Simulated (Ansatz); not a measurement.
# CH₇BrSi₂: a ladder of functionals and wavefunction methods

One table from this session's results is given with a row withheld; the runs are named, their logs left out.

Method: functionals in def2-TZVPP, the program's frozen cores in correlated methods; program: Ansatz 0.2.0, Gaussian basis.

Plan: PBE-D4, r2SCAN-D4, PBE0-D4, B3LYP-D4, ωB97X-V, ωB97M-V, B2PLYP; CCSD(T)/def2-TZVPP; MP2/def2-QZVPP; extrapolation to the limit.

**The relaxed structure**

An earlier PBE0-D4 in a triple-zeta def2 set relaxation fixed the geometry.

SMILES `C[SiH2][SiH2]Br`, 11 atoms, charge 0, spin multiplicity 1.

Atoms are counted from 1 here; the program's logs count them from 0.

Bond lengths: C1–Si2 1.872 Å, C1–H5 1.092 Å, C1–H6 1.092 Å, C1–H7 1.092 Å, Si2–Si3 2.339 Å, Si2–H8 1.489 Å, Si2–H9 1.491 Å, Si3–Br4 2.239 Å, Si3–H10 1.486 Å, Si3–H11 1.485 Å. Angles: Si2–C1–H5 110.9°, Si2–C1–H6 110.7°, Si2–C1–H7 110.3°, H5–C1–H6 108.3°, H5–C1–H7 108.2°, H6–C1–H7 108.4°, C1–Si2–Si3 110.3°, C1–Si2–H8 111.1°, C1–Si2–H9 111.1°, Si3–Si2–H8 107.6°, Si3–Si2–H9 108.4°, H8–Si2–H9 108.1°, Si2–Si3–Br4 107.5°, Si2–Si3–H10 112.8°, Si2–Si3–H11 113.5°, Br4–Si3–H10 106.8°, Br4–Si3–H11 107.3°, H10–Si3–H11 108.6°.

Set-up of the first run:

The input, in.yaml:

```yaml
crystal:
  periodic: [false, false, false]
  atoms:
    - {symbol: C, position_ang: [-1.016973, 1.371836, 0.085801]}
    - {symbol: Si, position_ang: [-0.241942, -0.132028, 0.887678]}
    - {symbol: Si, position_ang: [1.265274, -1.149401, -0.582815]}
    - {symbol: Br, position_ang: [0.165412, -1.571971, -2.486157]}
    - {symbol: H, position_ang: [-0.258805, 2.122333, -0.147496]}
    - {symbol: H, position_ang: [-1.755020, 1.825676, 0.750703]}
    - {symbol: H, position_ang: [-1.516531, 1.090822, -0.843569]}
    - {symbol: H, position_ang: [-1.275539, -1.142257, 1.244533]}
    - {symbol: H, position_ang: [0.491395, 0.239471, 2.131641]}
    - {symbol: H, position_ang: [2.409493, -0.268590, -0.935015]}
    - {symbol: H, position_ang: [1.798635, -2.442889, -0.084602]}
basis:
  gaussian: {orbitals: def2-TZVPP}
hamiltonian: {xc: pbe, dispersion: d4}
output: {forces: true, orbitals: {seedname: orbitals}}
```

The run is started by

```
> ansatz run in.yaml --threads 4 --pin off --events-out ev --progress --plain --max-ram 10444MiB
```

Steps of the session up to this table: PBE-D4 (GGA); r2SCAN-D4 (meta-GGA); PBE0-D4 (hybrid); B3LYP-D4 (hybrid); ωB97X-V (range-separated); ωB97M-V (range-separated); B2PLYP (double hybrid); CCSD(T) in def2-TZVPP; MP2 in def2-QZVPP.

One of the session's tables, all rows but one given; the rest of the session is left out.

| method | atomisation energy (kJ/mol) |
| --- | --- |
| PBE-D4 | 3512.8 |
| r2SCAN-D4 | 3528.2 |
| PBE0-D4 | 3503.7 |
| B3LYP-D4 | 3511.1 |
| ωB97X-V | 3542.2 |
| ωB97M-V | 3518.4 |
| B2PLYP | 3466.6 |
| HF/def2-TZVPP | 2698.0 |
| MP2/def2-TZVPP | 3436.8 |
| CCSD/def2-TZVPP | 3403.6 |
| CCSD(T)/def2-TZVPP | ? |
| MP2/CBS | 3529.6 |
| CCSD(T)/CBS | 3531.5 |

**Question.** Estimate the row for CCSD(T)/def2-TZVPP.

The run gave: atomisation energy (kJ/mol): 3438.8. In the column «atomisation energy (kJ/mol)» it lies between MP2/def2-TZVPP (3436.8) and B2PLYP (3466.6).
